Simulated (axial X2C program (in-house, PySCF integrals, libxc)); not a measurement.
# CuLi⁺: from the state search to constants

What are the state, bond length, wavenumber and bond energy of CuLi⁺, and what does spin–orbit coupling change?

Method: all-electron X2C, Cu dyall-cv3z, Li dyall-cv3z; program: an in-house X2C program for linear molecules on PySCF integrals.

All values are calculated.

## Step 1: Set-up

task.json

```json
{"zs": [29, 3], "q": 1, "bas": ["dyall-cv3z", "dyall-cv3z"], "levels": ["PBE0", "HF", "r2SCAN"], "cc": true, "r0": 2.45, "thr": -2.0, "nmax": 90, "npts": 10, "nst": 2, "ntry": 6}
```

Keys: zs atomic numbers; q charge; bas basis sets; levels methods (HF also brings MP2); cc coupled cluster on or off; r0 starting distance in Å; thr threshold in hartree for freezing inner shells (an s shell follows its p shell); nmax most natural virtual spinors; npts points asked for on the curve; nst determinants followed; ntry starts of the search.

Launch:

```console
$ python so2c.py task.json out
```

Spin-free means the one-electron spin-free X2C Hamiltonian; two-component (2c) means X2C with spin–orbit coupling and atomic mean-field two-electron Coulomb and Gaunt terms. Basis: Cu dyall-cv3z contracted to [9s9p6d3f2g], Li dyall-cv3z contracted to [7s8p2d]; Gaussian nuclei, density fitting. Masses: Cu 62.930 u, Li 7.016 u.

Notation: σ, π±, δ± give the projection m of an orbital's angular momentum (0, ±1, ±2), α and β its spin, Λ and M_S the sums; ω is the projection of a spinor's total angular momentum and Ω the sum. Logs are in hartree.

The results follow Hamiltonian by Hamiltonian and level by level.

## Step 2: Search for the lowest determinant

PBE0 moves the distance from 2.450 Å to 2.673 Å and compares determinants there.

Spin-free determinants:

| ΔE (eV) | state | open shells |
| --- | --- | --- |
| 0.00 | M_S = 1/2, Λ = 0 | beyond closed shells: σα |
| 1.45 | M_S = 1/2, Λ = 1 | beyond closed shells: π+α, π+β, π-α |
| 1.59 | M_S = 1/2, Λ = 2 | beyond closed shells: δ+α, δ+β, δ-α |
| 4.48 | M_S = 3/2, Λ = 0 | beyond closed shells: 3 × σα |
| 4.52 | M_S = 1/2, Λ = 1 | beyond closed shells: π+α |
| 4.90 | M_S = 3/2, Λ = 2 | beyond closed shells: 2 × σα, δ+α, δ+β, δ-α |

Two-component determinants:

```csv
ΔE (eV),state,open shells
0.00,Ω = 1/2,excess of +ω over −ω: ω = 1/2
1.39,Ω = 3/2,excess of +ω over −ω: ω = 3/2
1.50,Ω = 5/2,excess of +ω over −ω: ω = 5/2
4.48,Ω = 3/2,excess of +ω over −ω: 3 × ω = 1/2
4.53,Ω = 3/2,excess of +ω over −ω: ω = 3/2
4.53,Ω = 5/2,"excess of +ω over −ω: 2 × ω = 1/2, ω = 3/2"
4.80,Ω = 1/2,"excess of +ω over −ω: 2 × ω = -1/2, ω = 3/2"
```

## Step 3: PBE0, spin-free

State followed: M_S = 1/2, Λ = 0 (beyond closed shells: σα). The scan is laid around 2.673 Å, a first estimate of the minimum, and this SCF restarts from the orbitals of the search.

The SCF at the reference distance of 2.673 Å:

```text
spin-free X2C-1e  PBE0
basis functions 146  fitting functions 771  grid points 5085
iter        total energy     max residual
   1      -1661.860174671     1.45e-05
   2      -1661.860174678     1.77e-05
   3      -1661.860174680     1.06e-05
   4      -1661.860174685     2.04e-06
   5      -1661.860174685     7.98e-07
converged
one-electron -2343.75133286  Coulomb 734.16600001  exact exchange -17.01708737  xc functional -52.48125515  nuclear repulsion 17.22350069
```

Along the bond, energies from the lowest point:

| R (Å) | E (eV) | μ (D) | HOMO (eV) | LUMO (eV) | iterations |
| --- | --- | --- | --- | --- | --- |
| 2.325 | 0.1006 | 6.50 | -11.80 | -8.76 | 11 |
| 2.432 | 0.0424 | 6.88 | -11.65 | -8.64 | 11 |
| 2.513 | 0.0169 | 7.18 | -11.54 | -8.55 | 11 |
| 2.593 | 0.0035 | 7.48 | -11.42 | -8.46 | 10 |
| 2.673 | 0.0000 | 7.78 | -11.30 | -8.37 | 5 |
| 2.767 | 0.0053 | 8.15 | -11.17 | -8.27 | 10 |
| 2.860 | 0.0188 | 8.52 | -11.03 | -8.16 | 10 |
| 2.980 | 0.0447 | 9.01 | -10.86 | -8.03 | 10 |
| 3.127 | 0.0850 | 9.63 | -10.66 | -7.88 | 10 |
| 3.341 | 0.1528 | 10.57 | -10.37 | -7.66 | 11 |

Dipoles are positive if Li is the positive end and refer to the centre of mass.

Outer orbitals at the reference distance:

```json
{"symmetry": "σα", "occupied": "yes", "ε (eV)": "-12.89", "atomic character": "97% Cu d"}
{"symmetry": "π+α", "occupied": "yes", "ε (eV)": "-12.79", "atomic character": "99% Cu d"}
{"symmetry": "π-α", "occupied": "yes", "ε (eV)": "-12.79", "atomic character": "99% Cu d"}
{"symmetry": "δ+α", "occupied": "yes", "ε (eV)": "-12.72", "atomic character": "100% Cu d"}
{"symmetry": "δ-α", "occupied": "yes", "ε (eV)": "-12.72", "atomic character": "100% Cu d"}
{"symmetry": "π+β", "occupied": "yes", "ε (eV)": "-12.71", "atomic character": "100% Cu d"}
{"symmetry": "π-β", "occupied": "yes", "ε (eV)": "-12.71", "atomic character": "100% Cu d"}
{"symmetry": "σβ", "occupied": "yes", "ε (eV)": "-12.68", "atomic character": "97% Cu d"}
{"symmetry": "δ+β", "occupied": "yes", "ε (eV)": "-12.63", "atomic character": "100% Cu d"}
{"symmetry": "δ-β", "occupied": "yes", "ε (eV)": "-12.63", "atomic character": "100% Cu d"}
{"symmetry": "σα", "occupied": "yes", "ε (eV)": "-11.30", "atomic character": "57% Cu s, 18% Li s, 17% Li p"}
{"symmetry": "σβ", "occupied": "no", "ε (eV)": "-8.37", "atomic character": "60% Cu s, 20% Li s, 15% Li p"}
{"symmetry": "σα", "occupied": "no", "ε (eV)": "-6.12", "atomic character": "42% Cu p, 37% Li s, 13% Cu s"}
{"symmetry": "σβ", "occupied": "no", "ε (eV)": "-5.45", "atomic character": "43% Li s, 37% Cu p, 9% Li p"}
{"symmetry": "π-α", "occupied": "no", "ε (eV)": "-5.40", "atomic character": "50% Li p, 46% Cu p, 3% Li d"}
```

PBE0 fields in the half plane through the axis: z from -2.4 to 4.8 Å across, distance from the axis 0.15 to 2.25 Å upwards; Cu lies at z = 0 and Li at z = 2.673 Å; the ELF is damped to zero where the density is low.

log10 density (e/bohr³). Ten even steps from ' ' (-6.32 ) to '@' (1.37 ):
```
....::::--------------------------::::::....      
..::::------==================------::::::....    
::::----========++++============------::::......  
::----======++++++++++++++========------::::....  
::----====++++********++++++++========--::::......
----====++++**######****++++++++++++++==--::......
----====++**##%%%%%%##****++++++**##**++==::......
----==++++**##@@@@@@##****++++**##%%##**==--......
```

ELF. Ten even steps from '0' (0.00 ) to '9' (1.00 ):
```
0000000001111110000000000
0000000111234443100000000
0000000112245676410000000
0000001111236786200000000
0000001111235882000000000
0000011222125750011000000
0000012676224710899900000
0000014747424602999970000
```

Re = 2.667 Å, ωe = 228.8 cm⁻¹, ωexe = 2.07 cm⁻¹, Be = 0.3754 cm⁻¹, De = 0.714 eV, μ = 7.76 D.

## Step 4: HF, spin-free

The SCF at the reference distance of 2.673 Å:

```text
spin-free X2C-1e  HF
basis functions 146  fitting functions 771  grid points 5085
iter        total energy     max residual
   1      -1660.430181653     1.22e-01
   2      -1660.451234356     3.09e-02
   3      -1660.450120187     4.31e-02
   4      -1660.456359411     4.88e-03
   5      -1660.456889397     3.40e-03
   6      -1660.457267654     1.70e-03
   7      -1660.457340130     6.85e-04
   8      -1660.457353733     2.70e-04
   9      -1660.457356302     6.50e-05
  10      -1660.457356483     2.53e-05
  11      -1660.457356495     4.98e-06
  12      -1660.457356496     2.18e-06
converged
one-electron -2345.35372149  Coulomb 735.93375063  exact exchange -68.26088633  xc functional 0.00000000  nuclear repulsion 17.22350069
```

Re = 2.884 Å, ωe = 210.2 cm⁻¹, ωexe = 1.28 cm⁻¹, Be = 0.3211 cm⁻¹, De = 0.807 eV, μ = 7.52 D.

## Step 5: r2SCAN, spin-free

The SCF at the reference distance of 2.673 Å:

```text
spin-free X2C-1e  r2SCAN
basis functions 146  fitting functions 771  grid points 5085
iter        total energy     max residual
   1      -1662.094534686     3.21e-02
   2      -1662.095160408     1.94e-02
   3      -1662.086417077     5.53e-02
   4      -1662.096332350     4.12e-03
   5      -1662.096395163     1.39e-03
   6      -1662.096402070     4.94e-04
   7      -1662.096402934     3.27e-05
   8      -1662.096402969     3.16e-05
   9      -1662.096402974     1.30e-05
  10      -1662.096402975     3.79e-07
converged
one-electron -2343.45228057  Coulomb 733.85934183  exact exchange 0.00000000  xc functional -69.72696492  nuclear repulsion 17.22350069
```

Re = 2.636 Å, ωe = 239.3 cm⁻¹, ωexe = 2.52 cm⁻¹, Be = 0.3844 cm⁻¹, De = 0.712 eV, μ = 7.73 D.

## Step 6: Correlated methods, spin-free

Correlated methods: 11 electrons correlated (frozen shells, counted by type: Cu 3 s, 2 p; Li 1 s), 223 virtual spinors in MP2, 90 natural virtuals in coupled cluster.

Output of the correlated part at 2.673 Å:

```text
correlated 11  virtual 223  natural virtual 90  E(MP2) -0.513742280  MP2 remainder -0.012607656
iter   CCSD correlation   residual
   1     -0.406837645   2.10e-01
   2     -0.431974100   1.16e-01
   3     -0.434918324   2.11e-02
   4     -0.434802364   1.04e-02
   5     -0.434955805   3.92e-03
   6     -0.435015464   2.15e-03
   7     -0.434958531   1.28e-03
   8     -0.434990821   6.58e-04
   9     -0.434995917   3.21e-04
  10     -0.434993258   1.37e-04
  11     -0.434997531   5.29e-05
  12     -0.434996085   2.46e-05
  13     -0.434996308   1.14e-05
  14     -0.434996207   5.09e-06
  15     -0.434996173   2.50e-06
  16     -0.434996182   9.68e-07
(T) -0.017846805  T1 0.0302  D1 0.0697  max T2 0.030
```

T1 in the output is the amplitude norm over the root of the electron number; divide by √2 for the Lee–Taylor value.

MP2: Re = 2.674 Å, ωe = 239.0 cm⁻¹, Be = 0.3734 cm⁻¹, De = 0.665 eV.

CCSD: Re = 2.727 Å, ωe = 228.3 cm⁻¹, ωexe = 1.89 cm⁻¹, Be = 0.3591 cm⁻¹, De = 0.691 eV. T1 at Re = 0.021 (Lee–Taylor, the printed value over √2).

CCSD(T): Re = 2.703 Å, ωe = 232.6 cm⁻¹, ωexe = 1.96 cm⁻¹, Be = 0.3656 cm⁻¹, De = 0.686 eV. T1 at Re = 0.021 (Lee–Taylor, the printed value over √2).

## Step 7: A higher determinant, spin-free

State: M_S = 1/2, Λ = 1 (beyond closed shells: π+α, π+β, π-α).

Output at the reference distance:

```text
spin-free X2C-1e  PBE0
basis functions 146  fitting functions 771  grid points 5085
iter        total energy     max residual
   1      -1661.806835491     3.60e-05
   2      -1661.806835542     2.40e-05
   3      -1661.806835559     1.64e-05
   4      -1661.806835575     8.97e-06
   5      -1661.806835579     1.98e-06
   6      -1661.806835579     2.55e-07
converged
one-electron -2338.38717591  Coulomb 728.63292337  exact exchange -16.97617329  xc functional -52.29991045  nuclear repulsion 17.22350069
```

```
R (Å)  E above the lowest PBE0 point (eV)
2.325                               1.631
2.432                               1.535
2.513                               1.490
2.593                               1.463
2.673                               1.451
2.767                               1.451
2.860                               1.463
2.980                               1.490
3.127                               1.534
```

Re = 2.719 Å, ωe = 255.2 cm⁻¹, Be = 0.3613 cm⁻¹, μ = 7.83 D. Te = 1.45 eV.

## Step 8: The spin-free curves together

Energy (eV) of the followed determinant, spin-free, from each level's lowest point:

```csv
R (Å),PBE0,HF,MP2,CCSD,CCSD(T),r2SCAN
2.325,0.101,0.250,0.111,n/a,n/a,0.087
2.432,0.042,0.149,0.048,0.067,0.058,0.033
2.513,0.017,0.094,0.020,0.033,0.026,0.011
2.593,0.004,0.054,0.005,0.011,0.008,0.000
2.673,0.000,0.027,0.000,0.001,0.000,0.000
2.767,0.005,0.007,0.005,0.000,0.002,0.009
2.860,0.019,0.000,0.019,0.009,0.013,0.026
2.980,0.045,0.004,0.048,0.031,0.038,0.056
3.127,0.085,0.025,0.093,n/a,n/a,0.101
3.341,0.153,0.077,0.169,n/a,n/a,0.173
```

## Step 9: PBE0, 2c

State followed: Ω = 1/2 (excess of +ω over −ω: ω = 1/2). The scan is laid around 2.673 Å, a first estimate of the minimum, and this SCF restarts from the orbitals of the search.

Output at 2.673 Å:

```text
two-component X2C + atomic mean field  PBE0
basis functions 146  fitting functions 771  grid points 5085
iter        total energy     max residual
   1      -1661.377681081     4.54e-05
   2      -1661.377681134     2.88e-05
   3      -1661.377681153     1.99e-05
   4      -1661.377681165     1.13e-05
   5      -1661.377681171     1.26e-06
   6      -1661.377681171     6.24e-07
converged
one-electron -2342.54164086  Coulomb 733.92692541  exact exchange -17.01205207  xc functional -52.46559775  nuclear repulsion 17.22350069  atomic mean-field constant -0.50881659
```

Along the bond, energies from the lowest point:

| R (Å) | E (eV) | μ (D) | HOMO (eV) | LUMO (eV) | iterations |
| --- | --- | --- | --- | --- | --- |
| 2.325 | 0.1008 | 6.50 | -11.80 | -8.76 | 11 |
| 2.432 | 0.0426 | 6.88 | -11.65 | -8.64 | 11 |
| 2.513 | 0.0170 | 7.18 | -11.53 | -8.55 | 11 |
| 2.593 | 0.0036 | 7.47 | -11.42 | -8.46 | 10 |
| 2.673 | 0.0000 | 7.78 | -11.30 | -8.37 | 6 |
| 2.767 | 0.0053 | 8.14 | -11.17 | -8.26 | 10 |
| 2.860 | 0.0187 | 8.52 | -11.03 | -8.16 | 10 |
| 2.980 | 0.0446 | 9.01 | -10.86 | -8.03 | 10 |
| 3.127 | 0.0849 | 9.63 | -10.66 | -7.88 | 10 |
| 3.341 | 0.1526 | 10.56 | -10.37 | -7.66 | 11 |

Dipoles are positive if Li is the positive end and refer to the centre of mass.

Outer spinors at the reference distance:

```tsv
ω	occupied	ε (eV)	atomic character	λ mixture
1/2	yes	-12.98	98% Cu d	73% σ, 27% π
-1/2	yes	-12.92	99% Cu d	76% π, 24% σ
-3/2	yes	-12.88	100% Cu d	81% δ, 19% π
3/2	yes	-12.85	100% Cu d	51% π, 49% δ
1/2	yes	-12.69	98% Cu d	73% π, 27% σ
3/2	yes	-12.64	100% Cu d	51% δ, 49% π
5/2	yes	-12.62	100% Cu d	100% δ
-3/2	yes	-12.62	100% Cu d	81% π, 19% δ
-1/2	yes	-12.61	98% Cu d	76% σ, 24% π
-5/2	yes	-12.53	100% Cu d	100% δ
1/2	yes	-11.30	57% Cu s, 18% Li s, 17% Li p	100% σ
-1/2	no	-8.37	60% Cu s, 20% Li s, 15% Li p	100% σ
1/2	no	-6.12	42% Cu p, 37% Li s, 13% Cu s	100% σ
-1/2	no	-5.45	41% Li s, 38% Cu p, 11% Li p	96% σ, 4% π
-1/2	no	-5.41	48% Li p, 46% Cu p, 3% Li d	96% π, 4% σ
```

PBE0 fields in the half plane through the axis: z from -2.4 to 4.8 Å across, distance from the axis 0.15 to 2.25 Å upwards; Cu lies at z = 0 and Li at z = 2.673 Å; the ELF is damped to zero where the density is low.

log10 density (e/bohr³). Ten even steps from ' ' (-6.32 ) to '@' (1.37 ):
```
....::::--------------------------::::::....      
..::::------==================------::::::....    
::::----==========++============------::::......  
::----======++++++++++++++========------::::....  
::----====++++******++++++++++========--::::......
----====++++**######****++++++++++++++==--::......
----====++**##%%%%%%##****++++++**##**++==::......
----==++++**##@@@@@@##****++++**##%%##**==--......
```

ELF. Ten even steps from '0' (0.00 ) to '9' (1.00 ):
```
0000000001111110000000000
0000000111234443100000000
0000000112245676410000000
0000001111236786200000000
0000001111235882000000000
0000011222125750011000000
0000012676224710899900000
0000014747424602999970000
```

Re = 2.668 Å, ωe = 228.8 cm⁻¹, ωexe = 2.07 cm⁻¹, Be = 0.3753 cm⁻¹, De = 0.714 eV, μ = 7.76 D.

## Step 10: HF, 2c

Output at 2.673 Å:

```text
two-component X2C + atomic mean field  HF
basis functions 146  fitting functions 771  grid points 5085
iter        total energy     max residual
   1      -1659.948239634     1.22e-01
   2      -1659.969291466     3.11e-02
   3      -1659.968187884     4.31e-02
   4      -1659.974410635     4.88e-03
   5      -1659.974941398     3.40e-03
   6      -1659.975320872     1.71e-03
   7      -1659.975394459     6.87e-04
   8      -1659.975408513     2.71e-04
   9      -1659.975411235     6.34e-05
  10      -1659.975411440     2.51e-05
  11      -1659.975411460     1.39e-05
  12      -1659.975411465     8.70e-06
  13      -1659.975411467     4.19e-06
  14      -1659.975411468     1.09e-06
converged
one-electron -2344.14359736  Coulomb 735.69426002  exact exchange -68.24075824  xc functional 0.00000000  nuclear repulsion 17.22350069  atomic mean-field constant -0.50881659
```

Re = 2.885 Å, ωe = 210.1 cm⁻¹, ωexe = 1.28 cm⁻¹, Be = 0.3209 cm⁻¹, De = 0.807 eV, μ = 7.52 D.

## Step 11: r2SCAN, 2c

Output at 2.673 Å:

```text
two-component X2C + atomic mean field  r2SCAN
basis functions 146  fitting functions 771  grid points 5085
iter        total energy     max residual
   1      -1661.611554480     3.21e-02
   2      -1661.612185476     1.94e-02
   3      -1661.603446385     5.54e-02
   4      -1661.613353933     4.13e-03
   5      -1661.613416847     1.39e-03
   6      -1661.613423726     4.93e-04
   7      -1661.613424579     3.30e-05
   8      -1661.613424613     3.15e-05
   9      -1661.613424618     1.30e-05
  10      -1661.613424619     3.78e-07
converged
one-electron -2342.24329819  Coulomb 733.62100476  exact exchange 0.00000000  xc functional -69.70581529  nuclear repulsion 17.22350069  atomic mean-field constant -0.50881659
```

Re = 2.636 Å, ωe = 239.3 cm⁻¹, ωexe = 2.52 cm⁻¹, Be = 0.3842 cm⁻¹, De = 0.712 eV, μ = 7.73 D.

## Step 12: Correlated methods, 2c

Correlated methods: 11 electrons correlated (frozen shells, counted by type: Cu 3 s, 2 p; Li 1 s), 223 virtual spinors in MP2, 90 natural virtuals in coupled cluster.

Output of the correlated part at 2.673 Å:

```text
correlated 11  virtual 223  natural virtual 90  E(MP2) -0.513474935  MP2 remainder -0.012604263
iter   CCSD correlation   residual
   1     -0.406719951   2.09e-01
   2     -0.431804473   1.16e-01
   3     -0.434744530   2.10e-02
   4     -0.434628515   1.03e-02
   5     -0.434781527   3.92e-03
   6     -0.434840875   2.15e-03
   7     -0.434784132   1.28e-03
   8     -0.434816426   6.59e-04
   9     -0.434821439   3.22e-04
  10     -0.434818821   1.39e-04
  11     -0.434823106   5.45e-05
  12     -0.434821627   2.66e-05
  13     -0.434821874   1.34e-05
  14     -0.434821760   6.90e-06
  15     -0.434821720   4.09e-06
  16     -0.434821738   2.36e-06
(T) -0.017821069  T1 0.0302  D1 0.0696  max T2 0.030
```

MP2: Re = 2.675 Å, ωe = 238.8 cm⁻¹, Be = 0.3732 cm⁻¹, De = 0.665 eV.

CCSD: Re = 2.728 Å, ωe = 228.2 cm⁻¹, ωexe = 1.88 cm⁻¹, Be = 0.3589 cm⁻¹, De = 0.693 eV. T1 at Re = 0.021 (Lee–Taylor, the printed value over √2).

CCSD(T): Re = 2.703 Å, ωe = 232.5 cm⁻¹, ωexe = 1.94 cm⁻¹, Be = 0.3654 cm⁻¹, De = 0.683 eV. T1 at Re = 0.021 (Lee–Taylor, the printed value over √2).

## Step 13: A higher determinant, 2c

State: Ω = 3/2 (excess of +ω over −ω: ω = 3/2).

Output at the reference distance:

```text
two-component X2C + atomic mean field  PBE0
basis functions 146  fitting functions 771  grid points 5085
iter        total energy     max residual
   1      -1661.326463495     3.21e-05
   2      -1661.326463498     7.97e-06
   3      -1661.326463498     8.75e-06
converged
one-electron -2337.19111257  Coulomb 728.40445903  exact exchange -16.97096117  xc functional -52.28353289  nuclear repulsion 17.22350069  atomic mean-field constant -0.50881659
```

```csv
R (Å),E above the lowest PBE0 point (eV)
2.325,1.572
2.432,1.477
2.513,1.432
2.593,1.406
2.673,1.394
2.767,1.394
2.860,1.405
2.980,1.432
3.127,1.476
```

Re = 2.718 Å, ωe = 255.3 cm⁻¹, Be = 0.3615 cm⁻¹, μ = 7.83 D. Te = 1.39 eV.

## Step 14: The 2c curves together

Energy (eV) of the followed determinant, 2c, from each level's lowest point:

```csv
R (Å),PBE0,HF,MP2,CCSD,CCSD(T),r2SCAN
2.325,0.101,0.250,0.112,n/a,n/a,0.088
2.432,0.043,0.149,0.049,0.067,0.058,0.033
2.513,0.017,0.094,0.020,0.033,0.026,0.011
2.593,0.004,0.054,0.005,0.011,0.008,0.000
2.673,0.000,0.027,0.000,0.001,0.000,0.000
2.767,0.005,0.007,0.005,0.000,0.002,0.009
2.860,0.019,0.000,0.019,0.009,0.013,0.026
2.980,0.045,0.004,0.048,0.030,0.037,0.056
3.127,0.085,0.025,0.092,n/a,n/a,0.100
3.341,0.153,0.077,0.169,n/a,n/a,0.173
```

Time for the job: 97 s (1 thread of Arm Neoverse V2, shared host).

## Step 15: What came out

Lowest determinant that the search found at its distance, spin-free: M_S = 1/2, Λ = 0 (beyond closed shells: σα).

Lowest determinant that the search found at its distance, 2c: Ω = 1/2 (excess of +ω over −ω: ω = 1/2).

```
Hamiltonian    level  Re (Å)  ωe (cm⁻¹)  De (eV)  μ (D)
  spin-free     PBE0   2.667      228.8    0.714   7.76
  spin-free       HF   2.884      210.2    0.807   7.52
  spin-free      MP2   2.674      239.0    0.665    n/a
  spin-free     CCSD   2.727      228.3    0.691    n/a
  spin-free  CCSD(T)   2.703      232.6    0.686    n/a
  spin-free   r2SCAN   2.636      239.3    0.712   7.73
         2c     PBE0   2.668      228.8    0.714   7.76
         2c       HF   2.885      210.1    0.807   7.52
         2c      MP2   2.675      238.8    0.665    n/a
         2c     CCSD   2.728      228.2    0.693    n/a
         2c  CCSD(T)   2.703      232.5    0.683    n/a
         2c   r2SCAN   2.636      239.3    0.712   7.73
```

Dipoles are positive if Li is the positive end and refer to the centre of mass.

Time per point (s) on 1 thread of Arm Neoverse V2, shared host (2c runs; CCSD comes with the CCSD(T) run); the times are rough: PBE0 0.28, HF 0.17, MP2 0.31, CCSD(T) 3.8, r2SCAN 0.34.

What this shows: At CCSD(T), going from spin-free to two-component changes Re by +1 mÅ, ωe by -0.1 %, which is small (part of it comes from the scalar share of the two-electron terms). De moves by 0.00 eV; both De rest on single-determinant atoms, which can miss part of an open shell's spin–orbit lowering.

De refers to Cu + Li+, each in the lowest determinant found, which need not be this curve's own limit. Each curve is one determinant whose occupation by symmetry is held fixed; it was picked as the lowest of a PBE0 search that is not exhaustive. De is counted from the lowest determinant-based energies of the atoms at the same level, without counterpoise correction. Density functionals use the spin component along the axis (collinear). Coupled cluster ran in a truncated set of natural virtual spinors; the MP2 energy of the rest was added. The meta-GGAs lack a current-density term, which matters for open shells with orbital currents, atoms included.
